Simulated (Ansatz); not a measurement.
**KMgF3: further runs on the relaxed cell**

One table from this session's results is given with a row withheld; the runs are named, their logs left out.

Method: DFT PBE and PBEsol (the runs whose input is shown use PBEsol), scalar-relativistic, plane waves, PAW, in Ansatz 0.2.0.

1 further run of the same task is left out (set aside as unsound or not needed).

## The system as given

It takes space group Pm-3m (No. 221, cubic). Conventional cell: a = 4.054 Å, b = 4.054 Å, c = 4.054 Å, α = 90.00°, β = 90.00°, γ = 90.00°. Around K (site symmetry m-3m) lie 12 F at 2.87 Å. Around Mg (site symmetry m-3m) lie 6 F at 2.03 Å. Around F (site symmetry 4/mmm) lie 2 Mg at 2.03 Å and 4 K at 2.87 Å.

Coordinates:

```cif
data_structure
_symmetry_space_group_name_H-M 'P 1'
_symmetry_Int_Tables_number 1
_cell_length_a 4.0542
_cell_length_b 4.0542
_cell_length_c 4.0542
_cell_angle_alpha 90.000
_cell_angle_beta 90.000
_cell_angle_gamma 90.000
_cell_volume 66.64
loop_
_atom_site_label
_atom_site_type_symbol
_atom_site_fract_x
_atom_site_fract_y
_atom_site_fract_z
_atom_site_occupancy
K1 K 0.50000 0.50000 0.50000 1
Mg1 Mg 0.00000 0.00000 0.00000 1
F1 F 0.50000 0.00000 0.00000 1
F2 F 0.00000 0.50000 0.00000 1
F3 F 0.00000 0.00000 0.50000 1
```

This cell was relaxed beforehand with the same method: volume 13.33 Å³/atom, gap on the mesh 6.96 eV.

The first run:

input.yaml reads:

```yaml
crystal:
  lattice:
    - [4.0541864042, 0.0, 0.0]
    - [0.0, 4.0541864042, 0.0]
    - [0.0, 0.0, 4.0541864042]
  atoms:
    - { symbol: K, position: [0.5, 0.5, 0.5] }
    - { symbol: Mg, position: [0.0, 0.0, 0.0] }
    - { symbol: F, position: [0.5, 0.0, 0.0] }
    - { symbol: F, position: [0.0, 0.5, 0.0] }
    - { symbol: F, position: [0.0, 0.0, 0.5] }
basis:
  ecutwfc: 420
kpoints:
  mp_grid: { grid: [6, 6, 6] }
hamiltonian:
  xc: pbesol
scf:
  occupations: { method: gaussian, width: 0.02 }
output:
  forces: true
  stress: true
  eigenvalues: true
relax:
  adjacent_minimum: "off"
  f_tol: 0.005
  max_steps: 50
  cell: { stress_tol: 0.05 }
```

Started as:

```
> ansatz run input.yaml --threads 2 --pin off --max-ram 5120MiB --backend cpu --events-out ev --progress --plain --runs-dir out
```

Among the steps run: The cell under PBEsol; Relaxing with PBE+D3(BJ); The cell under LDA; The cell under r2SCAN.

One of the session's tables, all rows but one given; the rest of the session is left out.

It belongs to the step «Relaxed cells side by side». 

| functional | a (Å) | b (Å) | c (Å) | volume (Å³/atom) | gap on the mesh (eV) |
| --- | --- | --- | --- | --- | --- |
| PBE | 4.054 | 4.054 | 4.054 | 13.33 | 6.96 |
| PBEsol | 3.992 | 3.992 | 3.992 | 12.72 | 7.11 |
| PBE+D3(BJ) | 4.017 | 4.017 | 4.017 | 12.96 | 7.16 |
| LDA | ? | ? | ? | ? | ? |
| r2SCAN | 3.980 | 3.980 | 3.980 | 12.61 | 8.30 |

**Question.** Estimate the row for LDA.

The run gave: a (Å): 3.908; b (Å): 3.908; c (Å): 3.908; volume (Å³/atom): 11.94; gap on the mesh (eV): 7.44. In the column «a (Å)» it is the lowest.
